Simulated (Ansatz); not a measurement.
Wanted: the native input for an Ansatz 0.2.0 run.

```
Task                : single point
Functional          : PBEsol
Potentials or basis : Ansatz PAW
Cutoff              : 420 eV (not typed: the program's choice for these potentials)
k mesh              : 5 × 5 × 5
Occupations         : fermi-dirac, width 0.05 eV
Spin                : collinear spin, ferromagnetic start
Starting moments    : [3.0, 3.0, 3.0, 3.0, 0.0, 0.0, 0.0, 0.0, 0.0, 0.0, 0.0, 0.0] μB
Fixed moment        : 12 μB
```

MnO2:

```
CELL_PARAMETERS angstrom
0.00000 4.01999 4.01999
4.01999 0.00000 4.01999
4.01999 4.01999 0.00000
ATOMIC_POSITIONS crystal
Mn 0.12500 0.12500 0.12500
Mn 0.12500 0.12500 0.62500
Mn 0.62500 0.12500 0.12500
Mn 0.12500 0.62500 0.12500
O 0.36095 0.36095 0.36095
O 0.36095 0.36095 0.91714
O 0.91714 0.36095 0.36095
O 0.36095 0.91714 0.36095
O 0.88905 0.88905 0.33286
O 0.88905 0.88905 0.88905
O 0.88905 0.33286 0.88905
O 0.33286 0.88905 0.88905
```

The cell is a database's computed one.

These files were run (other wordings do the same):

input.yaml

```yaml
crystal:
  lattice:
    - [0.0, 4.0199925062, 4.0199925062]
    - [4.0199925062, 0.0, 4.0199925062]
    - [4.0199925062, 4.0199925062, 0.0]
  atoms:
    - { symbol: Mn, position: [0.125, 0.125, 0.125], spin: 3.0 }
    - { symbol: Mn, position: [0.125, 0.125, 0.625], spin: 3.0 }
    - { symbol: Mn, position: [0.625, 0.125, 0.125], spin: 3.0 }
    - { symbol: Mn, position: [0.125, 0.625, 0.125], spin: 3.0 }
    - { symbol: O, position: [0.3609537633, 0.3609537633, 0.3609537633] }
    - { symbol: O, position: [0.3609537633, 0.3609537633, 0.91713871] }
    - { symbol: O, position: [0.91713871, 0.3609537633, 0.3609537633] }
    - { symbol: O, position: [0.3609537633, 0.91713871, 0.3609537633] }
    - { symbol: O, position: [0.8890462367, 0.8890462367, 0.33286129] }
    - { symbol: O, position: [0.8890462367, 0.8890462367, 0.8890462367] }
    - { symbol: O, position: [0.8890462367, 0.33286129, 0.8890462367] }
    - { symbol: O, position: [0.33286129, 0.8890462367, 0.8890462367] }
hamiltonian:
  xc: pbesol
  pseudopotentials: { kind: paw }
magnetization:
  spin_polarized: true
  initial_magnetization: 12.0
  spin_locking: { lock_magnetization: hard }
kpoints:
  mp_grid: { grid: [5, 5, 5] }
scf:
  occupations: { method: fermi_dirac, width: 0.05 }
  lower_state_search: "off"
output:
  forces: true
  stress: true
  eigenvalues: true
```

Potentials or basis: Ansatz PAW.

The run is started by

```console
$ ansatz run input.yaml --threads 4 --pin off --max-ram 11264MiB --backend cpu --events-out ev --progress --plain --runs-dir out
```

Results of the run:

| Property | Result |
| --- | --- |
| Pressure | -2.2 GPa |
| Largest force | 0.151 eV/Å |
| Net moment | 12.00 μB per cell |
| Absolute moment | 12.11 μB per cell |
| Site moments | Mn +2.48; O +0.06 μB |

Caveat: the pressure holds a Pulay correction of +0.8 GPa for the finite cutoff; the total moment is fixed, so each spin has its own Fermi level; only a ferromagnetic start was run, and an antiferromagnetic order may lie lower in energy; the PAW data sets come from PBE, with cores solved anew for the run's functional, which leaves a small shift of forces and pressure; the thresholds are loose for stress.

It took 5.1 s on 4 threads of Arm Neoverse V2, with other jobs on the host, peak memory 0.47 GiB.
